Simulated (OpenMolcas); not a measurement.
# Co⁴⁺ with 6 ligands (hydroxide): CASSCF and CASPT2 levels and susceptibility

Aim: the ligand-field states of Co⁴⁺ in this surrounding, its lowest levels with spin-orbit coupling and its magnetic susceptibility.

Program: OpenMolcas 26.06. Level of theory: state-averaged CASSCF and CASPT2, spin-orbit coupling by RASSI with atomic mean-field integrals. These are calculated values, not measurements, unless marked.

### 1 The system

- Species: Co⁴⁺ (cobalt, Z = 27, 23 electrons)
- Basis: ANO-RCC-VTZP [6s5p3d2f1g], 173 functions with the ligands
- Scalar Hamiltonian: DKH2, point nucleus
- Inactive shells: 1s 2s 2p 3s 3p of the metal, and all ligand shells
- Active space: 5 electrons in 5 orbitals (3d)
- Some configurations of this space: 3d5
- Orbitals: optimised for each spin and parity, averaged over all roots

The outer shells:

3d5
```
3d [↑ ][↑ ][↑ ][↑ ][↑ ]
```

Co⁴⁺ is taken with 6 ligands (hydroxide) in octahedron coordination (S6) at 1.76 Å. A charge of +0.333 e stands 2.4 Å behind each ligand. Ligand basis ANO-RCC-VDZP. The distances are assumed, not relaxed.

```xyz
13

Co    0.0000    0.0000    0.0000
O     1.7600    0.0000    0.0000
H     2.1699    0.8791    0.0000
O     0.0000    1.7600    0.0000
H     0.0000    2.1699    0.8791
O    -1.7600    0.0000    0.0000
H    -2.1699   -0.8791    0.0000
O     0.0000   -1.7600    0.0000
H     0.0000   -2.1699   -0.8791
O     0.0000    0.0000    1.7600
H     0.8791    0.0000    2.1699
O     0.0000    0.0000   -1.7600
H    -0.8791    0.0000   -2.1699
```

The work runs as a chain of OpenMolcas steps in one folder; each step below is one input file. Labels, J, g values, rates, χT and fits are worked out afterwards by a script from the matrices that RASSI stores. The input lists half of the charges; inversion (Group=XYZ) makes the rest.

### 2 One- and two-electron integrals

a.inp reads:

```
&GATEWAY
Coord
13

Co 0.0 0.0 0.0
O 1.760000 0.000000 0.000000
H 2.169940 0.879119 0.000000
O 0.000000 1.760000 0.000000
H 0.000000 2.169940 0.879119
O -1.760000 0.000000 0.000000
H -2.169940 -0.879119 0.000000
O 0.000000 -1.760000 0.000000
H 0.000000 -2.169940 -0.879119
O 0.000000 0.000000 1.760000
H 0.879119 0.000000 2.169940
O 0.000000 0.000000 -1.760000
H -0.879119 0.000000 -2.169940
Basis=Co.ANO-RCC-VTZP,H.ANO-RCC-VDZP,O.ANO-RCC-VDZP
Group=XYZ
NoMove
AngMom=0.0 0.0 0.0
AMFI
RICD
XField
3 Angstrom 0
4.760000 0.000000 0.000000 0.333333
0.000000 4.760000 0.000000 0.333333
0.000000 0.000000 4.760000 0.333333
&SEWARD
```

Run with:

```console
> OMP_NUM_THREADS=1 MOLCAS_MEM=2457 MOLCAS_PROJECT=a pymolcas a.inp > a.log
```

### 3 CASSCF: sextets of even parity, 1 root

a.inp reads:

```
&RASSCF
FileOrb=start.orb
Symmetry=1
Spin=6
nActEl=5 0 0
Inactive=18 21
Ras2=5 0
CIRoot=1 1 1
SDav=1
CIMx=300
Iter=150 100
PrWF=0.3
OrbListing=Nothing
MaxOrb=0
LevShft=1.0
>>> COPY $Project.JobIph JOB001
```

start.orb holds start orbitals that the driver prepared beforehand, or those of the step before.

### 4 CASSCF: quartets of even parity, 24 roots

a.inp reads:

```
&RASSCF
FileOrb=start.orb
Symmetry=1
Spin=4
nActEl=5 0 0
Inactive=18 21
Ras2=5 0
CIRoot=24 24 1
SDav=24
CIMx=300
Iter=150 100
PrWF=0.3
OrbListing=Nothing
MaxOrb=0
LevShft=1.0
>>> COPY $Project.JobIph JOB002
```

### 5 CASSCF: doublets of even parity, 75 roots

a.inp reads:

```
&RASSCF
FileOrb=start.orb
Symmetry=1
Spin=2
nActEl=5 0 0
Inactive=18 21
Ras2=5 0
CIRoot=75 75 1
SDav=75
CIMx=300
Iter=150 100
PrWF=0.3
OrbListing=Nothing
MaxOrb=0
LevShft=1.0
>>> COPY $Project.JobIph JOB003
```

### 6 State interaction with spin-orbit coupling

a.inp reads:

```
&RASSI
NrOfJobIphs=3 1 24 75
1
1 2 3 4 5 6 7 8 9 10 11 12 13 14 15 16 17 18 19 20 21 22 23 24
1 2 3 4 5 6 7 8 9 10 11 12 13 14 15 16 17 18 19 20 21 22 23 24 25 26 27
28 29 30 31 32 33 34 35 36 37 38 39 40 41 42 43 44 45 46 47 48 49 50 51
52 53 54 55 56 57 58 59 60 61 62 63 64 65 66 67 68 69 70 71 72 73 74 75
IphNames
JOB001
JOB002
JOB003
EJob
SpinOrbit
DIPRint=1.0
SOCoupling=1000.0
Subsets=2
Property=9
'ANGMOM' 1 'ANGMOM' 2 'ANGMOM' 3 'MLTPL  1' 1 'MLTPL  1' 2 'MLTPL  1' 3
'AMFI' 1 'AMFI' 2 'AMFI' 3
SOProperty=3
'ANGMOM' 1 'ANGMOM' 2 'ANGMOM' 3
```

### 7 CASPT2: IPEA 0.25, imaginary shift 0.1 (closed shells correlated: 3s 3p of the metal, with ligand shells; the Frozen line counts the rest)

a.inp reads:

```
>>> COPY JOB001 $Project.JobIph
&CASPT2
Multistate=1 1
Frozen=5 6
IPEA=0.25
Imaginary=0.1
MaxIter=60
WThr=0.0 0.3 0.05
PrWF=0.5
NoMix
>>> COPY JOB002 $Project.JobIph
&CASPT2
Multistate=24 1 2 3 4 5 6 7 8 9 10 11 12 13 14 15 16 17 18 19 20 21 22
23 24
NoMult
Frozen=5 6
IPEA=0.25
Imaginary=0.1
MaxIter=60
WThr=0.0 0.3 0.05
PrWF=0.5
NoMix
>>> COPY JOB003 $Project.JobIph
&CASPT2
Multistate=75 1 2 3 4 5 6 7 8 9 10 11 12 13 14 15 16 17 18 19 20 21 22
23 24 25 26 27 28 29 30 31 32 33 34 35 36 37 38 39 40 41 42 43 44 45 46
47 48 49 50 51 52 53 54 55 56 57 58 59 60 61 62 63 64 65 66 67 68 69 70
71 72 73 74 75
NoMult
Frozen=5 6
IPEA=0.25
Imaginary=0.1
MaxIter=60
WThr=0.0 0.3 0.05
PrWF=0.5
NoMix
```

(Steps that only read results are left out.)

Q: Predict the outcome of this session. Wanted: spin-free ground state; first state of the same spin within the active space; lowest level; next level.

**Answer**, as computed:

```
                                            quantity                                                                                                                                          value
                                              method  SS-CASPT2, IPEA 0.25, imaginary shift 0.1 (closed shells correlated: 3s 3p of the metal, with ligand shells; the Frozen line counts the rest)
                              spin-free ground state                                                                                                            doublet, 2-fold in its orbital part
first state of the same spin within the active space                                                                                                                           doublet at 1240 cm⁻¹
                                        lowest level                                                                                                                   2-fold, g = 0.91, 0.91, 3.88
                                          next level                                                                                                                                     823.9 cm⁻¹
                                         χT at 300 K                                                                                                                                 0.76 cm³ K/mol
                           effective moment at 300 K                                                                                                                                        2.46 μB
```

Cost by method:

| method | time of its own steps | time with the reference |
| --- | --- | --- |
| A. CASSCF | 85 s | 85 s |
| B. SS-CASPT2, IPEA 0.25, imaginary shift 0.1, +3s 3p | 16 min | 18 min |

Times are of one thread on a shared host.

What this shows: The spin-free ground state (doublet) is 2-fold and has less than the highest spin computed. χT at 300 K is 0.76, against 0.38 cm³ K/mol for the spin alone, so orbital moment adds to it. CASPT2 does not keep the components of a term degenerate, and the means are used. Reference weights range from 0.54 to 0.63, which points to intruder states or a small active space for some roots. With metal d orbitals alone active, the gaps between spin states are rough; where two lie within a few thousand cm-1, their order is open. The bonds are covalent and no ligand orbital is active, so the numbers are rough.
